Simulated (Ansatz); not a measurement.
# BiAs (wurtzite type): a single-point run

Wanted: a converged single-point run for BiAs (wurtzite type), and a check of what comes out. The structure is shown as the input types it.

Computed with Ansatz 0.2.0 (DFT, PBEsol, PAW with Ansatz's default frozen-core files, scalar-relativistic, unless a step's input says otherwise).

1 further run of the same task is left out (set aside as unsound or not needed).

## (1) The system as given

Symmetry: P6_3mc, No. 186, hexagonal system. Conventional cell: a = 4.966 Å, b = 4.966 Å, c = 6.408 Å, α = 90.00°, β = 90.00°, γ = 120.00°. Around As (site symmetry 3m) lie 4 Bi at 2.76 to 2.90 Å. Bi (site symmetry 3m) has 4 As at 2.76 to 2.90 Å as nearest neighbours.

As a file:

```
As Bi
1.0
     4.96623    0.00000    0.00000
    -2.48311    4.30088    0.00000
     0.00000    0.00000    6.40788
As Bi
2 2
Direct
  0.33333 0.66667 0.97259
  0.66667 0.33333 0.47259
  0.33333 0.66667 0.40341
  0.66667 0.33333 0.90341
```

## (2) Input and run

File input.yaml:

```yaml
crystal:
  lattice:
    - [4.9662288984, 0.0, 0.0]
    - [-2.4831144492, 4.300880387, 0.0]
    - [0.0, 0.0, 6.4078756807]
  atoms:
    - { symbol: As, position: [0.3333333333, 0.6666666667, -0.0274116519] }
    - { symbol: As, position: [0.6666666667, 0.3333333333, 0.4725883481] }
    - { symbol: Bi, position: [0.3333333333, 0.6666666667, 0.4034116519] }
    - { symbol: Bi, position: [0.6666666667, 0.3333333333, 0.9034116519] }
kpoints:
  mp_grid: { grid: [10, 10, 6] }
scf:
  occupations: { method: fermi_dirac, width: 0.08 }
  max_iter: 80
hamiltonian:
  xc: pbesol
  pseudopotentials: { kind: paw }
output:
  forces: true
  stress: true
  eigenvalues: true
  efg: { contact_densities: true }
basis:
  ecutwfc: 30
```

The run is started by

```sh
$ ansatz run input.yaml --threads 1 --pin off --max-ram 4096MiB --backend cpu --events-out ev --progress --plain --runs-dir out
```

What happens when this is run?

This run ends as converged, with warnings (cutoff below recommended, gradients without spin orbit). It gives a pressure of -1664 GPa and a largest force of 42.7 eV/Å, which is large.

The suspect setting: basis.ecutwfc is 30. The basis cutoff is far too low: the plane waves can't represent the orbitals near the cores. The potentials' recommended cutoff is 420 eV.

The test: delete basis.ecutwfc (the default then holds).
